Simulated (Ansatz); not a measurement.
# BrGeH5: the cost of one run

Method: RKS r2SCAN-D4/def2-SVP, in Ansatz 0.2.0.

### 1 Starting point

Bond lengths: Ge1–H3 1.550 Å, Ge1–H4 1.549 Å, Ge1–H5 1.549 Å, Ge1–Br6 2.700 Å. Angles: H3–Ge1–H4 109.5°, H3–Ge1–H5 109.5°, H3–Ge1–Br6 178.9°, H4–Ge1–H5 109.5°, H4–Ge1–Br6 70.0°, H5–Ge1–Br6 70.0°.

Structure file:

```xyz
7

Ge    0.0000    0.0000    0.0000
H     0.0000    0.0000    1.9000
H     1.4616    0.0000   -0.5162
H    -0.7300    1.2648   -0.5162
H    -0.7300   -1.2648   -0.5162
Br   -2.5623    0.0000    0.8514
H    -0.9607    0.0000    1.9922
```

### 2 Pulling towards end A

Springs on the bonds that form and break draw the guess towards this end; the thresholds are loose.

The input, input.yaml:

```yaml
crystal:
  periodic: [false, false, false]
  atoms:
    - { symbol: Ge, position_ang: [0.0, 0.0, 0.0] }
    - { symbol: H, position_ang: [0.0, 0.0, 1.9] }
    - { symbol: H, position_ang: [1.4616, 0.0, -0.5162] }
    - { symbol: H, position_ang: [-0.73, 1.2648, -0.5162] }
    - { symbol: H, position_ang: [-0.73, -1.2648, -0.5162] }
    - { symbol: Br, position_ang: [-2.5623, 0.0, 0.8514] }
    - { symbol: H, position_ang: [-0.9607, 0.0, 1.9922] }
basis:
  gaussian: { orbitals: def2-SVP }
hamiltonian:
  xc: r2scan
  dispersion: d4
relax:
  f_tol: 0.15
  max_steps: 25
  restrain:
    - { distance: [0, 5], at: 3.6, k: 30.0 }
    - { distance: [6, 1], at: 1.86, k: 30.0 }
    - { distance: [0, 1], at: 1.55, k: 30.0 }
    - { distance: [6, 5], at: 1.55, k: 30.0 }
```

On the command line:

```sh
> ansatz run input.yaml --threads 2 --pin off --max-ram 3072MiB --backend cpu --events-out ev --progress --plain --runs-dir out
```

What time and memory should one allow on 2 threads of Intel Xeon Platinum 8259CL at 2.50GHz (Skylake/Cascade Lake), shared host?

About 18 s, with a peak of 0.17 GiB.
